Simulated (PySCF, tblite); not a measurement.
# C₅H₇F₃O: a rotation path, then NMR shifts on frames, part 2 of 2

tblite 0.8.0 and PySCF 2.14.0. Atoms count from 0. Earlier steps stand in the parts before.

### 5 Shielding tensors: image 4, PBE0/pcSseg-1

Job settings and geometry (Å):

```
{"job": {"kind": "nmr", "xc": "PBE0", "basis": "pcSseg-1", "pop": false}, "charge": 0, "multiplicity": 1}
C     -1.871900    -1.149500     0.035400
C     -1.046500     0.095100    -0.051900
C     -1.526000     1.304500     0.198100
F     -2.799100     1.499900     0.580500
C      0.389300    -0.077600    -0.468800
O      1.258600     0.397900     0.583300
C      2.558800     0.254400     0.339000
F      2.919600    -1.042300     0.132500
F      2.958100     0.893800    -0.794600
H     -1.438400    -1.840900     0.756200
H     -2.890400    -0.917700     0.332800
H     -1.890900    -1.642000    -0.936600
H     -0.978200     2.231800     0.128900
H      0.599700    -1.136800    -0.648000
H      0.603700     0.492100    -1.380700
H      3.146100     0.646300     1.182500
```

Level: GIAO PBE0/pcSseg-1 NMR shielding, non-relativistic, gas phase.

Standard output:

```text
coarse grid: 14120 points
cycle   1  E = -568.5970844183  dE =  1.320e+00  |g| = 9.266e-01  |ddm| = 3.481e+00
cycle   2  E = -568.4837871471  dE =  1.133e-01  |g| = 1.276e+00  |ddm| = 1.166e+00
cycle   3  E = -568.7401126368  dE = -2.563e-01  |g| = 6.004e-02  |ddm| = 6.829e-01
cycle   4  E = -568.7405586105  dE = -4.460e-04  |g| = 3.731e-02  |ddm| = 7.348e-02
cycle   5  E = -568.7408617444  dE = -3.031e-04  |g| = 1.149e-02  |ddm| = 3.620e-02
cycle   6  E = -568.7408886855  dE = -2.694e-05  |g| = 4.157e-03  |ddm| = 1.206e-02
cycle   7  E = -568.7408926853  dE = -4.000e-06  |g| = 7.128e-04  |ddm| = 3.692e-03
final grid: 139664 points
cycle   8  E = -568.8254260602  dE = -5.283e-05  |g| = 1.140e-02  |ddm| = 3.028e-02
cycle   9  E = -568.8254062071  dE =  1.985e-05  |g| = 1.586e-02  |ddm| = 1.712e-02
cycle  10  E = -568.8254504715  dE = -4.426e-05  |g| = 1.541e-03  |ddm| = 1.013e-02
cycle  11  E = -568.8254509308  dE = -4.593e-07  |g| = 3.454e-04  |ddm| = 1.426e-03
cycle  12  E = -568.8254509479  dE = -1.709e-08  |g| = 1.747e-04  |ddm| = 3.407e-04
cycle  13  E = -568.8254509545  dE = -6.634e-09  |g| = 3.658e-05  |ddm| = 1.579e-04
cycle  14  E = -568.8254509548  dE = -2.522e-10  |g| = 1.405e-05  |ddm| = 3.323e-05
converged SCF energy = -568.8254509548

GIAO shielding tensors (ppm)
atom      isotropic    diamagn.    paramagn.     s11        s22        s33       span
  0 C      170.199     244.331     -74.132    158.236    169.465    182.896     24.660
  1 C       66.006     261.532    -195.526    -36.464     79.381    155.100    191.564
  2 C       24.300     250.264    -225.963    -73.304     68.135     78.070    151.374
  3 F      294.209     470.937    -176.729    197.183    271.024    414.419    217.235
  4 C      123.047     248.053    -125.006     98.254    114.666    156.220     57.966
  5 O      220.275     398.961    -178.687    174.454    196.280    290.091    115.637
  6 C       64.151     233.773    -169.622     42.890     73.759     75.804     32.914
  7 F      277.423     473.590    -196.166    161.609    308.540    362.121    200.512
  8 F      279.119     473.348    -194.229    163.040    311.750    362.567    199.527
  9 H       29.966      28.936       1.031     25.485     28.505     35.909     10.424
 10 H       29.023      28.540       0.483     23.902     28.710     34.456     10.555
 11 H       30.223      28.242       1.981     25.816     28.141     36.711     10.895
 12 H       24.457      31.098      -6.641     21.158     23.224     28.989      7.831
 13 H       27.441      32.465      -5.024     21.918     28.436     31.969     10.051
 14 H       26.846      31.740      -4.895     21.661     28.687     30.189      8.528
 15 H       25.231      25.468      -0.237     22.145     22.815     30.733      8.588
```

Run time: 22 s. Hardware: 1 thread of Arm Neoverse V1, shared host; peak memory 0.86 GiB.

Key values: δ C2 162.6, C6 122.8, C1 120.9, C4 63.9, H12 7.26, H15 6.49 ppm.

### 6 Shielding tensors: image 6, PBE0/pcSseg-1

Job settings and geometry (Å):

```
{"job": {"kind": "nmr", "xc": "PBE0", "basis": "pcSseg-1", "pop": false}, "charge": 0, "multiplicity": 1}
C     -1.737000    -1.137900     0.227800
C     -1.055300     0.153300    -0.096200
C     -1.657200     1.331200    -0.019400
F     -2.934600     1.454800     0.375700
C      0.379700     0.074100    -0.534700
O      1.231000     0.153300     0.633700
C      2.533200     0.053000     0.381600
F      2.862800    -1.114700    -0.236800
F      2.986500     1.016500    -0.466500
H     -1.210900    -1.649800     1.031500
H     -2.766900    -0.966200     0.527500
H     -1.727700    -1.785000    -0.648900
H     -1.218700     2.287500    -0.262900
H      0.567700    -0.881800    -1.034900
H      0.634900     0.898900    -1.207700
H      3.105000     0.121700     1.318900
```

Method: GIAO PBE0/pcSseg-1 NMR shielding, non-relativistic, gas phase.

Standard output:

```text
coarse grid: 14120 points
cycle   1  E = -568.5985512877  dE =  1.321e+00  |g| = 9.303e-01  |ddm| = 3.474e+00
cycle   2  E = -568.4797536560  dE =  1.188e-01  |g| = 1.288e+00  |ddm| = 1.183e+00
cycle   3  E = -568.7428878582  dE = -2.631e-01  |g| = 6.698e-02  |ddm| = 7.009e-01
cycle   4  E = -568.7433743092  dE = -4.865e-04  |g| = 4.651e-02  |ddm| = 8.672e-02
cycle   5  E = -568.7438531294  dE = -4.788e-04  |g| = 1.170e-02  |ddm| = 4.289e-02
cycle   6  E = -568.7438804677  dE = -2.734e-05  |g| = 4.203e-03  |ddm| = 1.265e-02
cycle   7  E = -568.7438843474  dE = -3.880e-06  |g| = 7.679e-04  |ddm| = 3.641e-03
final grid: 139664 points
cycle   8  E = -568.8281247869  dE = -5.125e-05  |g| = 1.135e-02  |ddm| = 3.224e-02
cycle   9  E = -568.8281050727  dE =  1.971e-05  |g| = 1.578e-02  |ddm| = 1.704e-02
cycle  10  E = -568.8281491028  dE = -4.403e-05  |g| = 1.504e-03  |ddm| = 1.005e-02
cycle  11  E = -568.8281495356  dE = -4.328e-07  |g| = 3.222e-04  |ddm| = 1.359e-03
cycle  12  E = -568.8281495496  dE = -1.396e-08  |g| = 1.666e-04  |ddm| = 3.169e-04
cycle  13  E = -568.8281495554  dE = -5.806e-09  |g| = 3.747e-05  |ddm| = 1.505e-04
cycle  14  E = -568.8281495556  dE = -2.719e-10  |g| = 1.366e-05  |ddm| = 3.379e-05
converged SCF energy = -568.8281495556

GIAO shielding tensors (ppm)
atom      isotropic    diamagn.    paramagn.     s11        s22        s33       span
  0 C      171.063     244.673     -73.610    156.406    172.853    183.931     27.526
  1 C       65.332     260.713    -195.382    -38.352     77.187    157.159    195.511
  2 C       25.027     250.146    -225.119    -68.047     68.796     74.333    142.380
  3 F      290.925     470.955    -180.030    194.028    275.165    403.581    209.554
  4 C      122.199     247.491    -125.292     98.167    115.446    152.983     54.816
  5 O      218.913     399.567    -180.654    174.928    202.580    279.231    104.303
  6 C       64.031     233.958    -169.927     42.518     73.874     75.702     33.184
  7 F      278.019     473.648    -195.629    161.831    309.485    362.741    200.910
  8 F      278.015     473.179    -195.164    163.070    309.208    361.766    198.696
  9 H       29.764      29.115       0.648     25.061     28.718     35.513     10.452
 10 H       29.018      28.693       0.325     23.867     28.760     34.427     10.561
 11 H       30.238      28.429       1.809     25.870     28.095     36.749     10.879
 12 H       24.531      30.992      -6.460     21.386     23.649     28.559      7.173
 13 H       27.304      32.032      -4.728     22.536     28.480     30.895      8.358
 14 H       27.161      32.052      -4.892     21.697     28.912     30.873      9.176
 15 H       25.226      25.528      -0.302     22.128     22.806     30.743      8.615
```

It took 23 s on 1 thread of Arm Neoverse V1, shared host; peak memory 0.83 GiB.

In short: δ C2 161.9, C6 122.9, C1 121.6, C4 64.7, H12 7.19, H15 6.49 ppm.

### 7 NMR shieldings: image 8, PBE0/pcSseg-1

Job settings and geometry (Å):

```
{"job": {"kind": "nmr", "xc": "PBE0", "basis": "pcSseg-1", "pop": false}, "charge": 0, "multiplicity": 1}
C     -1.591400    -1.081400     0.405200
C     -1.064400     0.211400    -0.128400
C     -1.786100     1.317400    -0.223100
F     -3.081800     1.358100     0.128200
C      0.372700     0.217300    -0.556600
O      1.180400    -0.104000     0.596200
C      2.489800    -0.152900     0.375800
F      2.832600    -1.064800    -0.575400
F      2.993400     1.021400    -0.091800
H     -1.010000    -1.373800     1.277600
H     -2.636200    -0.986100     0.684000
H     -1.489800    -1.865200    -0.343800
H     -1.441800     2.270500    -0.595700
H      0.542000    -0.545700    -1.326300
H      0.668600     1.196900    -0.945500
H      3.014200    -0.410100     1.308200
```

Method: GIAO PBE0/pcSseg-1 NMR shielding, non-relativistic, gas phase.

Standard output:

```text
coarse grid: 14120 points
cycle   1  E = -568.6026207545  dE =  1.332e+00  |g| = 9.285e-01  |ddm| = 3.481e+00
cycle   2  E = -568.4846261794  dE =  1.180e-01  |g| = 1.286e+00  |ddm| = 1.193e+00
cycle   3  E = -568.7462283845  dE = -2.616e-01  |g| = 6.860e-02  |ddm| = 7.054e-01
cycle   4  E = -568.7467400615  dE = -5.117e-04  |g| = 4.745e-02  |ddm| = 8.979e-02
cycle   5  E = -568.7472379716  dE = -4.979e-04  |g| = 1.179e-02  |ddm| = 4.412e-02
cycle   6  E = -568.7472654749  dE = -2.750e-05  |g| = 4.169e-03  |ddm| = 1.259e-02
cycle   7  E = -568.7472692428  dE = -3.768e-06  |g| = 7.559e-04  |ddm| = 3.627e-03
final grid: 139664 points
cycle   8  E = -568.8301128291  dE = -4.886e-05  |g| = 1.105e-02  |ddm| = 2.974e-02
cycle   9  E = -568.8300950267  dE =  1.780e-05  |g| = 1.521e-02  |ddm| = 1.678e-02
cycle  10  E = -568.8301365319  dE = -4.151e-05  |g| = 1.530e-03  |ddm| = 9.892e-03
cycle  11  E = -568.8301369798  dE = -4.479e-07  |g| = 2.967e-04  |ddm| = 1.357e-03
cycle  12  E = -568.8301369910  dE = -1.121e-08  |g| = 1.618e-04  |ddm| = 2.945e-04
cycle  13  E = -568.8301369962  dE = -5.215e-09  |g| = 3.753e-05  |ddm| = 1.445e-04
cycle  14  E = -568.8301369965  dE = -2.833e-10  |g| = 1.275e-05  |ddm| = 3.419e-05
converged SCF energy = -568.8301369965

GIAO shielding tensors (ppm)
atom      isotropic    diamagn.    paramagn.     s11        s22        s33       span
  0 C      173.733     244.595     -70.861    156.914    178.590    185.695     28.781
  1 C       64.075     262.077    -198.001    -39.634     76.614    155.246    194.880
  2 C       29.749     249.549    -219.800    -59.282     70.728     77.801    137.083
  3 F      298.838     470.937    -172.099    204.602    288.211    403.702    199.100
  4 C      121.970     247.348    -125.379     98.280    114.354    153.275     54.995
  5 O      224.211     399.816    -175.605    180.590    218.795    273.248     92.657
  6 C       63.936     234.098    -170.162     42.532     73.760     75.515     32.983
  7 F      278.582     473.363    -194.781    163.404    310.335    362.008    198.604
  8 F      275.894     472.901    -197.008    163.372    303.794    360.516    197.144
  9 H       29.666      29.225       0.442     24.395     29.316     35.287     10.892
 10 H       29.071      28.850       0.221     23.901     28.767     34.545     10.644
 11 H       30.331      28.626       1.705     26.036     28.060     36.896     10.860
 12 H       24.625      30.901      -6.276     21.522     24.071     28.283      6.761
 13 H       27.109      31.456      -4.347     22.323     28.268     30.737      8.413
 14 H       27.293      32.204      -4.911     21.968     28.873     31.038      9.070
 15 H       25.197      25.626      -0.428     21.978     22.952     30.662      8.685
```

Wall time 23 s (1 thread of Arm Neoverse V1, shared host); peak memory 0.83 GiB.

In short: δ C2 157.2, C6 123.0, C1 122.8, C4 65.0, H12 7.09, H15 6.52 ppm.

### 8 Run by run: NMR shifts

Shifts (ppm) of some atoms, chosen among heavy atoms and hydrogens apart, with basis size and wall time:

| frame | C2 | C1 | C0 | H14 | H9 | F3 | O5 | functions | time |
| --- | --- | --- | --- | --- | --- | --- | --- | --- | --- |
| image 0 | 154.1 | 119.2 | 11.7 | 4.67 | 1.33 | -142.5 | 101.6 | 188 | 23 s |
| image 2 | 157.8 | 120.3 | 14.0 | 4.95 | 1.46 | -135.1 | 107.7 | 188 | 23 s |
| image 4 | 162.6 | 120.9 | 16.7 | 4.87 | 1.75 | -123.3 | 115.8 | 188 | 22 s |
| image 6 | 161.9 | 121.6 | 15.9 | 4.56 | 1.95 | -120.0 | 117.2 | 188 | 23 s |
| image 8 | 157.2 | 122.8 | 13.2 | 4.42 | 2.05 | -127.9 | 111.9 | 188 | 23 s |

### 9 Summary of results

This closing draws on all 2 parts.

| quantity | value |
| --- | --- |
| barrier | 0.040 eV (0.9 kcal/mol) at image 4 |
| end to end (GFN2-xTB) | 0.008 eV |
| ¹³C shifts against TMS (PBE0/pcSseg-1, image 0) | 154.1, 122.9, 119.2, 64.9, 11.7 ppm |
| ¹H shifts against TMS (PBE0/pcSseg-1, image 0) | 7.16, 6.57, 4.67, 4.67, 2.84, 1.33, 1.33 ppm |
| ¹⁹F shifts against CFCl3 (PBE0/pcSseg-1, image 0) | -105.9, -105.9, -142.5 ppm |
| ¹⁷O shifts against H2O (PBE0/pcSseg-1, image 0) | 101.6 ppm |
| range of the shift of F3 | -142.5 to -120.0 ppm |

In words: Along the band the dihedral turns by 119°, and the top (dihedral -119°) lies 0.9 kcal/mol above the start (GFN2-xTB, rough), so at room temperature this motion is fast. Ends this close can change order at a higher level. The top was not checked by a frequency run. Shifts at one fixed geometry are not the observed spectrum, which averages over the motion. In the first frame run (image 0): The largest span, 229 ppm, is at F3, where the paramagnetic term is -158 ppm. Across the 5 runs the shift of F3 moves most, between -142.5 (image 0) and -120.0 ppm (image 6).
